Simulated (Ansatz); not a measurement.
# H4HfO2Se2: the cost of one run

The runs use Ansatz 0.2.0, Gaussian basis; BLYP/def2-SVP.

## Step 1: Structure used throughout

The structure was relaxed beforehand with PBE0-D4 in a triple-zeta def2 set. Hf takes the def2 core potential; no spin-orbit term is included.

9 atoms, charge 0, spin multiplicity 1.

Atoms are counted from 1 here; the program's logs count them from 0.

Bond lengths: O1–Hf2 1.903 Å, O1–H6 0.952 Å, Hf2–O3 1.897 Å, Hf2–Se4 2.599 Å, Hf2–Se5 2.595 Å, O3–H7 0.952 Å, Se4–H8 1.471 Å, Se5–H9 1.472 Å. Angles: Hf2–O1–H6 164.5°, O1–Hf2–O3 116.6°, O1–Hf2–Se4 106.5°, O1–Hf2–Se5 109.7°, O3–Hf2–Se4 108.8°, O3–Hf2–Se5 103.6°, Se4–Hf2–Se5 111.7°, Hf2–O3–H7 166.9°, Hf2–Se4–H8 88.6°, Hf2–Se5–H9 89.8°.

## Step 2: Dynamics

Contents of in.yaml:

```yaml
crystal:
  periodic: [false, false, false]
  atoms:
    - {symbol: O, position_ang: [-1.637496, -0.505488, 0.006790]}
    - {symbol: Hf, position_ang: [0.212530, -0.103107, -0.187041]}
    - {symbol: O, position_ang: [1.115468, -0.932721, -1.634858]}
    - {symbol: Se, position_ang: [0.384219, 2.475805, -0.461639]}
    - {symbol: Se, position_ang: [1.513190, -0.932540, 1.899564]}
    - {symbol: H, position_ang: [-2.488981, -0.931729, 0.006177]}
    - {symbol: H, position_ang: [1.367317, -1.390057, -2.431358]}
    - {symbol: H, position_ang: [-0.997499, 2.584989, 0.032266]}
    - {symbol: H, position_ang: [0.531254, -0.265172, 2.770100]}
basis:
  gaussian: {orbitals: def2-SVP}
hamiltonian: {xc: {name: BLYP}}
md: {timestep: 2 fs, n_steps: 50, ensemble: nve, temperature: 1500, initial_velocities: maxwell_boltzmann, seed: 475}
```

The run is started by

```
ansatz run in.yaml --threads 4 --pin off --events-out ev --progress --plain --max-ram 10444MiB
```

Q: Estimate wall time and peak memory on 4 threads of Intel Xeon at 2.80GHz, shared host.

About 91 s, with a peak of 0.26 GiB.
